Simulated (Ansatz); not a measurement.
Task: a rigid scan of one bond length of BrH6NSi2, SMILES N[SiH2][SiH2]Br, with the Python package of Ansatz (0.2.0). Give the script and its output. Settings (for the species named): r2SCAN, def2-SVP basis, multiplicity 1.

```xyz
10

N    -1.8240   -0.7299   -0.0019
Si   -0.7246    0.5697    0.0769
Si    1.5275   -0.0204   -0.0555
Br    2.8209    1.7736    0.0612
H    -1.6660   -1.3909    0.7545
H    -1.7231   -1.2439   -0.8736
H    -1.0808    1.4658   -1.0467
H    -0.9962    1.2479    1.3648
H     1.8753   -0.9443    1.0593
H     1.7911   -0.7277   -1.3390
```

`scan_brh6nsi2.py`
```python
# -*- coding: utf-8 -*-
"""Stretching a bond of BrH6NSi2, the rest held rigid."""

import ansatz
from ase import Atoms
import numpy as np

config = {
    "basis_set": "def2-SVP",
    "xc": "r2scan",
}

atoms = Atoms(["N", "Si", "Si", "Br", "H", "H", "H", "H", "H", "H"], positions=[
    (-1.824, -0.7299, -0.0019),
    (-0.7246, 0.5697, 0.0769),
    (1.5275, -0.0204, -0.0555),
    (2.8209, 1.7736, 0.0612),
    (-1.666, -1.3909, 0.7545),
    (-1.7231, -1.2439, -0.8736),
    (-1.0808, 1.4658, -1.0467),
    (-0.9962, 1.2479, 1.3648),
    (1.8753, -0.9443, 1.0593),
    (1.7911, -0.7277, -1.339),
])
molecule = ansatz.Crystal.molecule_from_ase(atoms)

symbols = [site.symbol for site in molecule.cartesian_sites]
start = np.array([site.position_ang for site in molecule.cartesian_sites])
axis = (start[7] - start[1]) / np.linalg.norm(start[7] - start[1])
moving = [7]
lengths, energies = [1.26, 1.36, 1.48, 1.63, 1.85, 2.22, 2.67, 3.26], []
for length in lengths:
    xyz = start.copy()
    xyz[moving] += (length - np.linalg.norm(start[7] - start[1])) * axis
    point = ansatz.Crystal.molecule()
    for symbol, place in zip(symbols, xyz):
        point = point.atom(symbol, place.tolist())
    calculation = (
        point.calculation()
        .basis(gaussian=config["basis_set"])  # the orbital basis, by name
        .functional(config["xc"])
    )
    report = calculation.run(threads=1).report
    energies.append(report["free_energy_ev"])
    print(f"r = {length:6.3f} A  E = {energies[-1]:.5f} eV  <S^2> = {abs(report['mean_field']['state']['spin_squared']):.3f}")

print("energy above the lowest point (eV):", [round(e - min(energies), 3) for e in energies])
```

```console
$ python scan_brh6nsi2.py
r =  1.260 A  E = -87373.06302 eV  <S^2> = 0.000
r =  1.360 A  E = -87373.56717 eV  <S^2> = 0.000
r =  1.480 A  E = -87373.76467 eV  <S^2> = 0.000
r =  1.630 A  E = -87373.63791 eV  <S^2> = 0.000
r =  1.850 A  E = -87373.09205 eV  <S^2> = 0.000
r =  2.220 A  E = -87371.93017 eV  <S^2> = 0.000
r =  2.670 A  E = -87370.69220 eV  <S^2> = 0.000
r =  3.260 A  E = -87369.57290 eV  <S^2> = 0.000
energy above the lowest point (eV): [0.702, 0.197, 0.0, 0.127, 0.673, 1.835, 3.072, 4.192]
```

Notes:
- Total energies depend on the basis set; only differences at equal settings carry meaning.
- The rest of the molecule is held rigid at a force-field or estimated start geometry, and the basis set is modest; single-reference methods fail as a bond breaks.
- The orbitals are restricted, so S² is zero by construction.
- Toward dissociation an unrestricted state can lie under the restricted one, by tenths of an eV for polar bonds under a functional and by 1 to 2 eV or more for others.
- It ran for 57 s on 1 thread of Arm Neoverse V1, on a shared host, peak memory 0.24 GiB.
